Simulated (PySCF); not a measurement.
# GeMeCl3 (CH₃Cl₃Ge): fields and orbitals

Aim: take GeMeCl3 (CH₃Cl₃Ge) and measure its response to a uniform field and see where an electron leaves and enters.

Program: PySCF 2.14.0. Level of theory: levels as typed in each script, gas phase, geometry from GFN2-xTB. These are calculated values, not measurements.

## 1. Starting geometry

8 atoms, charge 0, spin multiplicity 1.

Bond lengths: Ge1–C2 2.002 Å, Ge1–Cl6 2.128 Å, Ge1–Cl7 2.130 Å, Ge1–Cl8 2.130 Å, C2–H3 1.085 Å, C2–H4 1.085 Å, C2–H5 1.086 Å. Angles: C2–Ge1–Cl6 111.0°, C2–Ge1–Cl7 110.9°, C2–Ge1–Cl8 110.9°, Cl6–Ge1–Cl7 108.0°, Cl6–Ge1–Cl8 108.0°, Cl7–Ge1–Cl8 107.9°, Ge1–C2–H3 109.5°, Ge1–C2–H4 109.4°, Ge1–C2–H5 109.4°, H3–C2–H4 109.5°, H3–C2–H5 109.5°, H4–C2–H5 109.5°.

As a file:

```xyz
8
CH3Cl3Ge
Ge    0.0011    0.0000    0.2146
C    -0.0005    0.0007    2.2170
H    -0.9872    0.2696    2.5785
H     0.7265    0.7206    2.5781
H     0.2603   -0.9890    2.5785
Cl    1.9403   -0.4328   -0.5474
Cl   -0.5964    1.8971   -0.5474
Cl   -1.3457   -1.4647   -0.5467
```

## 2. Response to an electric field (B3LYP/def2-svpd)

input.py reads:

```python
import numpy as np
from pyscf import gto, scf, dft
from pyscf.scf import atom_ks, atom_hf
from scipy.linalg import block_diag

def solve(mol, dm0=None, hcore=None):
    mf = (dft.UKS if mol.spin else dft.RKS)(mol, xc='b3lyp')
    mf.grids.level = 3
    mf = mf.density_fit(auxbasis='def2-universal-jkfit')
    mf.conv_tol, mf.max_cycle = 1e-8, 80
    if hcore is not None:
        mf.get_hcore = lambda *args: hcore
    mf.kernel(dm0)
    if not mf.converged:
        mf = mf.newton().run(mf.mo_coeff, mf.mo_occ, max_cycle=30)
    assert mf.converged, 'SCF not converged'
    return mf

mol = gto.M(atom='''
Ge     0.00108     0.00003     0.21464
C     -0.00054     0.00072     2.21695
H     -0.98717     0.26955     2.57849
H      0.72654     0.72060     2.57815
H      0.26030    -0.98905     2.57849
Cl     1.94031    -0.43276    -0.54740
Cl    -0.59639     1.89708    -0.54736
Cl    -1.34574    -1.46469    -0.54672
''', basis='def2-svpd', charge=0, spin=0, verbose=4)
field = np.array([0.0, 0.004, 0.0])  # atomic units
mol.set_common_orig(mol.atom_charges() @ mol.atom_coords() / mol.atom_charges().sum())
mf = solve(mol)
out = dict(dm0=mf.make_rdm1(), d0=mf.dip_moment(unit='AU'), e0=mf.e_tot)
for name, sign in (('p', 1), ('m', -1)):
    h = mf.get_hcore() + sign * np.einsum('x,xij->ij', field, mol.intor('int1e_r'))
    mi = solve(mol, mf.make_rdm1(), h)
    out.update({'dm' + name: mi.make_rdm1(), 'd' + name: mi.dip_moment(unit='AU'), 'e' + name: mi.e_tot})
# spherically averaged free atoms, for the promolecule
atm = atom_ks.get_atm_nrks(mol, xc='b3lyp')
pro = block_diag(*[(atm[a[0]][2] * atm[a[0]][3]) @ atm[a[0]][2].T for a in mol._atom])
np.savez('result.npz', pro=pro, **out)
```

On the command line:

```console
OMP_NUM_THREADS=1 python input.py
```

What it wrote:

```text
[ENV] PYSCF_TMPDIR <dir>
[ENV] PYSCF_MAX_MEMORY 1375
[INPUT] verbose = 4
[INPUT] num. atoms = 8
[INPUT] num. electrons = 92
[INPUT] charge = 0
[INPUT] spin (= nelec alpha-beta = 2S) = 0
[INPUT] symmetry False subgroup None
[INPUT] Mole.unit = angstrom
[INPUT] Symbol           X                Y                Z      unit          X                Y                Z       unit  Magmom
[INPUT]  1 Ge     0.001080000000   0.000030000000   0.214640000000 AA    0.002040904215   0.000056691784   0.405610815377 Bohr   0.0
[INPUT]  2 C     -0.000540000000   0.000720000000   2.216950000000 AA   -0.001020452107   0.001360602810   4.189428331855 Bohr   0.0
[INPUT]  3 H     -0.987170000000   0.269550000000   2.578490000000 AA   -1.865480938387   0.509375676877   4.872639914930 Bohr   0.0
[INPUT]  4 H      0.726540000000   0.720600000000   2.578150000000 AA    1.372961618541   1.361736645362   4.871997408047 Bohr   0.0
[INPUT]  5 H      0.260300000000  -0.989050000000   2.578490000000 AA    0.491895710224  -1.869033623501   4.872639914930 Bohr   0.0
[INPUT]  6 Cl     1.940310000000  -0.432760000000  -0.547400000000 AA    3.666654496755  -0.817797877667  -1.034436080587 Bohr   0.0
[INPUT]  7 Cl    -0.596390000000   1.897080000000  -0.547360000000 AA   -1.127013763429   3.584961636390  -1.034360491542 Bohr   0.0
[INPUT]  8 Cl    -1.345740000000  -1.464690000000  -0.546720000000 AA   -2.543080034872  -2.767862957389  -1.033151066822 Bohr   0.0

nuclear repulsion = 687.797240945102
number of shells = 67
number of NR pGTOs = 275
number of NR cGTOs = 163
basis = def2-svpd
ecp = {}

******** <class 'pyscf.df.df_jk.DFRKS'> ********
method = DFRKS
initial guess = minao
damping factor = 0
level_shift factor = 0
DIIS = <class 'pyscf.scf.diis.CDIIS'>
diis_start_cycle = 1
diis_space = 8
diis_damp = 0
SCF conv_tol = 1e-08
SCF conv_tol_grad = None
SCF max_cycles = 80
direct_scf = False
XC library pyscf.dft.libxc version 7.0.0
    S. Lehtola, C. Steigemann, M. J.T. Oliveira, and M. A.L. Marques.,  SoftwareX 7, 1–5 (2018)
XC functionals = b3lyp
    P. J. Stephens, F. J. Devlin, C. F. Chabalowski, and M. J. Frisch.,  J. Phys. Chem. 98, 11623 (1994)
radial grids:
    Treutler-Ahlrichs [JCP 102, 346 (1995); DOI:10.1063/1.469408] (M4) radial grids

becke partition: Becke, JCP 88, 2547 (1988); DOI:10.1063/1.454033
pruning grids: <function nwchem_prune at 0x7cb16917df80>
grids dens level: 3
symmetrized grids: False
atomic radii adjust function: <function treutler_atomic_radii_adjust at 0x7cb16917e480>
small_rho_cutoff = 0
Set gradient conv threshold to 0.0001
Initial guess from minao.
tot grids = 120824
******** <class 'pyscf.df.df.DF'> ********
auxbasis = def2-universal-jkfit
init E= -3496.70476436511
  HOMO = -0.34658199102592  LUMO = -0.0878163827548519  gap/eV = 7.04137
cycle= 1 E= -3496.95065293031  delta_E= -0.246  |g|= 0.681  |ddm|= 3.59
  HOMO = -0.310861663566101  LUMO = -0.0887175830323383  gap/eV = 6.04485
cycle= 2 E= -3496.84639778513  delta_E= 0.104  |g|=    1  |ddm|= 1.98
  HOMO = -0.323527875905786  LUMO = -0.0575502688466916  gap/eV = 7.23762
cycle= 3 E= -3497.04227766383  delta_E= -0.196  |g|= 0.0643  |ddm|= 1.22
  HOMO = -0.33091673024706  LUMO = -0.0661954288506745  gap/eV = 7.20343
cycle= 4 E= -3497.04329802556  delta_E= -0.00102  |g|= 0.0243  |ddm|= 0.103
  HOMO = -0.330951047779848  LUMO = -0.0641416668494483  gap/eV = 7.26025
cycle= 5 E= -3497.04345520187  delta_E= -0.000157  |g|= 0.00878  |ddm|= 0.0372
  HOMO = -0.330495301231992  LUMO = -0.0637115085476401  gap/eV = 7.25956
cycle= 6 E= -3497.04347696975  delta_E= -2.18e-05  |g|= 0.000662  |ddm|= 0.0119
  HOMO = -0.330485057704401  LUMO = -0.0637569455111455  gap/eV = 7.25804
cycle= 7 E= -3497.04347710023  delta_E= -1.3e-07  |g|= 0.00023  |ddm|= 0.0012
  HOMO = -0.330496127417973  LUMO = -0.0637611593259675  gap/eV = 7.25823
cycle= 8 E= -3497.04347711249  delta_E= -1.23e-08  |g|= 2.2e-05  |ddm|= 0.00028
  HOMO = -0.330494378317533  LUMO = -0.0637579021094363  gap/eV = 7.25827
cycle= 9 E= -3497.04347711262  delta_E= -1.39e-10  |g|= 2.93e-06  |ddm|= 4.26e-05
  HOMO = -0.330495291049175  LUMO = -0.0637588090602375  gap/eV = 7.25827
Extra cycle  E= -3497.04347711262  delta_E= 5.46e-12  |g|= 3.59e-06  |ddm|= 1.04e-05
converged SCF energy = -3497.04347711262
Dipole moment(X, Y, Z, A.U.):  0.00640, -0.00001,  0.99591

******** <class 'pyscf.df.df_jk.DFRKS'> ********
method = DFRKS
initial guess = minao
damping factor = 0
level_shift factor = 0
DIIS = <class 'pyscf.scf.diis.CDIIS'>
diis_start_cycle = 1
diis_space = 8
diis_damp = 0
SCF conv_tol = 1e-08
SCF conv_tol_grad = None
SCF max_cycles = 80
direct_scf = False
XC library pyscf.dft.libxc version 7.0.0
    S. Lehtola, C. Steigemann, M. J.T. Oliveira, and M. A.L. Marques.,  SoftwareX 7, 1–5 (2018)
XC functionals = b3lyp
    P. J. Stephens, F. J. Devlin, C. F. Chabalowski, and M. J. Frisch.,  J. Phys. Chem. 98, 11623 (1994)
radial grids:
    Treutler-Ahlrichs [JCP 102, 346 (1995); DOI:10.1063/1.469408] (M4) radial grids

becke partition: Becke, JCP 88, 2547 (1988); DOI:10.1063/1.454033
pruning grids: <function nwchem_prune at 0x7cb16917df80>
grids dens level: 3
symmetrized grids: False
atomic radii adjust function: <function treutler_atomic_radii_adjust at 0x7cb16917e480>
small_rho_cutoff = 0
Overwritten attributes  get_hcore  of <class 'pyscf.df.df_jk.DFRKS'>
Set gradient conv threshold to 0.0001
tot grids = 120824
******** <class 'pyscf.df.df.DF'> ********
auxbasis = def2-universal-jkfit
init E= -3497.04347708305
  HOMO = -0.325449549817282  LUMO = -0.0644632252804338  gap/eV = 7.10180
cycle= 1 E= -3497.04380431795  delta_E= -0.000327  |g|= 0.031  |ddm|= 0.106
  HOMO = -0.330662474430964  LUMO = -0.064084068574342  gap/eV = 7.25397
cycle= 2 E= -3497.04371511401  delta_E= 8.92e-05  |g|= 0.0369  |ddm|= 0.0979
  HOMO = -0.329103196970935  LUMO = -0.0642513646696239  gap/eV = 7.20699
cycle= 3 E= -3497.04415441376  delta_E= -0.000439  |g|= 0.00328  |ddm|= 0.0529
  HOMO = -0.329194145381474  LUMO = -0.0642060834477811  gap/eV = 7.21069
cycle= 4 E= -3497.0441572867  delta_E= -2.87e-06  |g|= 0.00051  |ddm|= 0.00532
  HOMO = -0.329162660365715  LUMO = -0.0642322501150501  gap/eV = 7.20912
cycle= 5 E= -3497.04415736158  delta_E= -7.49e-08  |g|= 0.00019  |ddm|= 0.000886
  HOMO = -0.329156610990734  LUMO = -0.0642212114334453  gap/eV = 7.20926
cycle= 6 E= -3497.04415736955  delta_E= -7.97e-09  |g|= 4.63e-05  |ddm|= 0.000274
  HOMO = -0.329157720609858  LUMO = -0.0642257322447568  gap/eV = 7.20917
Extra cycle  E= -3497.04415736912  delta_E= 4.3e-10  |g|= 6.44e-05  |ddm|= 0.000131
converged SCF energy = -3497.04415736912
Dipole moment(X, Y, Z, A.U.):  0.00625,  0.34024,  0.99581

******** <class 'pyscf.df.df_jk.DFRKS'> ********
method = DFRKS
initial guess = minao
damping factor = 0
level_shift factor = 0
DIIS = <class 'pyscf.scf.diis.CDIIS'>
diis_start_cycle = 1
diis_space = 8
diis_damp = 0
SCF conv_tol = 1e-08
SCF conv_tol_grad = None
SCF max_cycles = 80
direct_scf = False
XC library pyscf.dft.libxc version 7.0.0
    S. Lehtola, C. Steigemann, M. J.T. Oliveira, and M. A.L. Marques.,  SoftwareX 7, 1–5 (2018)
XC functionals = b3lyp
    P. J. Stephens, F. J. Devlin, C. F. Chabalowski, and M. J. Frisch.,  J. Phys. Chem. 98, 11623 (1994)
radial grids:
    Treutler-Ahlrichs [JCP 102, 346 (1995); DOI:10.1063/1.469408] (M4) radial grids

...
cycle= 6 E= -3497.04415706101  delta_E= -8.13e-09  |g|= 4.48e-05  |ddm|= 0.000273
  HOMO = -0.329315386842775  LUMO = -0.0642635968933458  gap/eV = 7.21243
Extra cycle  E= -3497.04415706065  delta_E= 3.54e-10  |g|= 6.16e-05  |ddm|= 0.000125
converged SCF energy = -3497.04415706065
Dipole moment(X, Y, Z, A.U.):  0.00621, -0.33998,  0.99585
Spherically averaged atomic KS for {'Cl', 'C', 'H', 'Ge'}

******** <class 'pyscf.scf.atom_ks.AtomSphAverageRKS'> ********
method = AtomSphAverageRKS
initial guess = vsap
damping factor = 0
level_shift factor = 0
diis_start_cycle = 1
diis_space = 12
SCF conv_tol = 1e-09
SCF conv_tol_grad = None
SCF max_cycles = 50
direct_scf = True
direct_scf_tol = 1e-13
XC library pyscf.dft.libxc version 7.0.0
    S. Lehtola, C. Steigemann, M. J.T. Oliveira, and M. A.L. Marques.,  SoftwareX 7, 1–5 (2018)
XC functionals = b3lyp
    P. J. Stephens, F. J. Devlin, C. F. Chabalowski, and M. J. Frisch.,  J. Phys. Chem. 98, 11623 (1994)
radial grids:
    Treutler-Ahlrichs [JCP 102, 346 (1995); DOI:10.1063/1.469408] (M4) radial grids

becke partition: Becke, JCP 88, 2547 (1988); DOI:10.1063/1.454033
pruning grids: <function nwchem_prune at 0x7cb16917df80>
grids dens level: 3
symmetrized grids: False
atomic radii adjust function: <function treutler_atomic_radii_adjust at 0x7cb16917e480>
User specified grid scheme (100, 434)
small_rho_cutoff = 0
Set gradient conv threshold to 3.16228e-05
tot grids = 22928
init E= -1388.82210891198
cycle= 1 E= -1388.8220783569  delta_E= 3.06e-05  |g|=    0  |ddm|= 0.451
cycle= 2 E= -1388.81597638665  delta_E= 0.0061  |g|=    0  |ddm|= 0.696
cycle= 3 E= -1388.84740317317  delta_E= -0.0314  |g|=    0  |ddm|= 0.357
cycle= 4 E= -1388.84739694966  delta_E= 6.22e-06  |g|=    0  |ddm|= 0.0256
cycle= 5 E= -1388.84746183014  delta_E= -6.49e-05  |g|=    0  |ddm|= 0.0167
cycle= 6 E= -1388.84746187001  delta_E= -3.99e-08  |g|=    0  |ddm|= 0.000882
cycle= 7 E= -1388.84746187233  delta_E= -2.32e-09  |g|=    0  |ddm|= 0.000259
cycle= 8 E= -1388.84746188496  delta_E= -1.26e-08  |g|=    0  |ddm|= 0.000174
cycle= 9 E= -1388.84746188497  delta_E= -1.09e-11  |g|=    0  |ddm|= 4.5e-05
Extra cycle  E= -1388.84746188491  delta_E= 5.55e-11  |g|=    0  |ddm|= 7.65e-05
Atomic HF for atom  Ge  converged. SCF energy = -1388.84746188491

******** <class 'pyscf.scf.atom_ks.AtomSphAverageRKS'> ********
method = AtomSphAverageRKS
initial guess = vsap
damping factor = 0
level_shift factor = 0
diis_start_cycle = 1
diis_space = 12
SCF conv_tol = 1e-09
SCF conv_tol_grad = None
SCF max_cycles = 50
direct_scf = True
direct_scf_tol = 1e-13
XC library pyscf.dft.libxc version 7.0.0
    S. Lehtola, C. Steigemann, M. J.T. Oliveira, and M. A.L. Marques.,  SoftwareX 7, 1–5 (2018)
XC functionals = b3lyp
    P. J. Stephens, F. J. Devlin, C. F. Chabalowski, and M. J. Frisch.,  J. Phys. Chem. 98, 11623 (1994)
radial grids:
    Treutler-Ahlrichs [JCP 102, 346 (1995); DOI:10.1063/1.469408] (M4) radial grids

becke partition: Becke, JCP 88, 2547 (1988); DOI:10.1063/1.454033
pruning grids: <function nwchem_prune at 0x7cb16917df80>
grids dens level: 3
symmetrized grids: False
atomic radii adjust function: <function treutler_atomic_radii_adjust at 0x7cb16917e480>
User specified grid scheme (100, 434)
small_rho_cutoff = 0
Set gradient conv threshold to 3.16228e-05
tot grids = 24752
init E= 650.120381569704
cycle= 1 E= 650.101999338375  delta_E= -0.0184  |g|=    0  |ddm|= 0.545
cycle= 2 E= 650.096631529315  delta_E= -0.00537  |g|=    0  |ddm|= 0.325
cycle= 3 E= 650.093773179704  delta_E= -0.00286  |g|=    0  |ddm|= 0.158
cycle= 4 E= 650.093561494586  delta_E= -0.000212  |g|=    0  |ddm|= 0.0632
cycle= 5 E= 650.093451016323  delta_E= -0.00011  |g|=    0  |ddm|= 0.0315
cycle= 6 E= 650.093442783719  delta_E= -8.23e-06  |g|=    0  |ddm|= 0.0124
cycle= 7 E= 650.093438511437  delta_E= -4.27e-06  |g|=    0  |ddm|= 0.0062
cycle= 8 E= 650.093438191481  delta_E= -3.2e-07  |g|=    0  |ddm|= 0.00245
cycle= 9 E= 650.093438025634  delta_E= -1.66e-07  |g|=    0  |ddm|= 0.00122
cycle= 10 E= 650.0934380132  delta_E= -1.24e-08  |g|=    0  |ddm|= 0.000482
cycle= 11 E= 650.093438006757  delta_E= -6.44e-09  |g|=    0  |ddm|= 0.000241
cycle= 12 E= 650.093438006077  delta_E= -6.79e-10  |g|=    0  |ddm|= 3.96e-05
Extra cycle  E= 650.093438006024  delta_E= -5.32e-11  |g|=    0  |ddm|= 3.15e-05
Atomic HF for atom  C  converged. SCF energy = 650.093438006024

******** <class 'pyscf.scf.atom_ks.AtomSphAverageRKS'> ********
method = AtomSphAverageRKS
initial guess = vsap
damping factor = 0
level_shift factor = 0
diis_start_cycle = 1
diis_space = 12
SCF conv_tol = 1e-09
SCF conv_tol_grad = None
SCF max_cycles = 50
direct_scf = True
direct_scf_tol = 1e-13
XC library pyscf.dft.libxc version 7.0.0
    S. Lehtola, C. Steigemann, M. J.T. Oliveira, and M. A.L. Marques.,  SoftwareX 7, 1–5 (2018)
XC functionals = b3lyp
    P. J. Stephens, F. J. Devlin, C. F. Chabalowski, and M. J. Frisch.,  J. Phys. Chem. 98, 11623 (1994)
radial grids:
    Treutler-Ahlrichs [JCP 102, 346 (1995); DOI:10.1063/1.469408] (M4) radial grids

becke partition: Becke, JCP 88, 2547 (1988); DOI:10.1063/1.454033
pruning grids: <function nwchem_prune at 0x7cb16917df80>
grids dens level: 3
symmetrized grids: False
atomic radii adjust function: <function treutler_atomic_radii_adjust at 0x7cb16917e480>
User specified grid scheme (100, 434)
small_rho_cutoff = 0
Set gradient conv threshold to 3.16228e-05
tot grids = 26240
init E= 687.359980040129
cycle= 1 E= 687.351497054283  delta_E= -0.00848  |g|=    0  |ddm|= 0.231
cycle= 2 E= 687.3514107599  delta_E= -8.63e-05  |g|=    0  |ddm|= 0.0232
cycle= 3 E= 687.351409642604  delta_E= -1.12e-06  |g|=    0  |ddm|= 0.00264
cycle= 4 E= 687.35140962841  delta_E= -1.42e-08  |g|=    0  |ddm|= 0.000298
cycle= 5 E= 687.351409628229  delta_E= -1.81e-10  |g|=    0  |ddm|= 3.36e-05
Extra cycle  E= 687.351409628227  delta_E= -2.27e-12  |g|=    0  |ddm|= 3.79e-06
Atomic HF for atom  H  converged. SCF energy = 687.351409628227

******** <class 'pyscf.scf.atom_ks.AtomSphAverageRKS'> ********
method = AtomSphAverageRKS
initial guess = vsap
damping factor = 0
level_shift factor = 0
diis_start_cycle = 1
diis_space = 12
SCF conv_tol = 1e-09
SCF conv_tol_grad = None
SCF max_cycles = 50
direct_scf = True
direct_scf_tol = 1e-13
XC library pyscf.dft.libxc version 7.0.0
    S. Lehtola, C. Steigemann, M. J.T. Oliveira, and M. A.L. Marques.,  SoftwareX 7, 1–5 (2018)
XC functionals = b3lyp
    P. J. Stephens, F. J. Devlin, C. F. Chabalowski, and M. J. Frisch.,  J. Phys. Chem. 98, 11623 (1994)
radial grids:
    Treutler-Ahlrichs [JCP 102, 346 (1995); DOI:10.1063/1.469408] (M4) radial grids

becke partition: Becke, JCP 88, 2547 (1988); DOI:10.1063/1.454033
pruning grids: <function nwchem_prune at 0x7cb16917df80>
grids dens level: 3
symmetrized grids: False
atomic radii adjust function: <function treutler_atomic_radii_adjust at 0x7cb16917e480>
User specified grid scheme (100, 434)
small_rho_cutoff = 0
Set gradient conv threshold to 3.16228e-05
tot grids = 23744
init E= 227.829704608384
cycle= 1 E= 227.827802955716  delta_E= -0.0019  |g|=    0  |ddm|= 0.189
cycle= 2 E= 227.827412835594  delta_E= -0.00039  |g|=    0  |ddm|= 0.123
cycle= 3 E= 227.826995622281  delta_E= -0.000417  |g|=    0  |ddm|= 0.0606
cycle= 4 E= 227.826987956494  delta_E= -7.67e-06  |g|=    0  |ddm|= 0.0169
cycle= 5 E= 227.826979800914  delta_E= -8.16e-06  |g|=    0  |ddm|= 0.00848
cycle= 6 E= 227.826979654681  delta_E= -1.46e-07  |g|=    0  |ddm|= 0.00234
cycle= 7 E= 227.826979499448  delta_E= -1.55e-07  |g|=    0  |ddm|= 0.00117
cycle= 8 E= 227.826979496661  delta_E= -2.79e-09  |g|=    0  |ddm|= 0.000323
cycle= 9 E= 227.826979493704  delta_E= -2.96e-09  |g|=    0  |ddm|= 0.000162
cycle= 10 E= 227.826979493651  delta_E= -5.28e-11  |g|=    0  |ddm|= 4.46e-05
Extra cycle  E= 227.826979493623  delta_E= -2.85e-11  |g|=    0  |ddm|= 3.23e-05
Atomic HF for atom  Cl  converged. SCF energy = 227.826979493623
```

It took 60 s on 1 thread of Intel Xeon Platinum 8375C at 2.90GHz (Ice Lake), shared host; peak memory 0.83 GiB.

The free atoms at the end serve only for the promolecule density; their printed energies are not used.

## 3. Post-processing

Change of the density in a field of 0.21 V/Å.

The induced dipole is 0.86 D (along the field); α along this axis, from the fields in both directions, is 85 bohr³ (12.6 Å³).

(Part 1 of 2 ends here.)
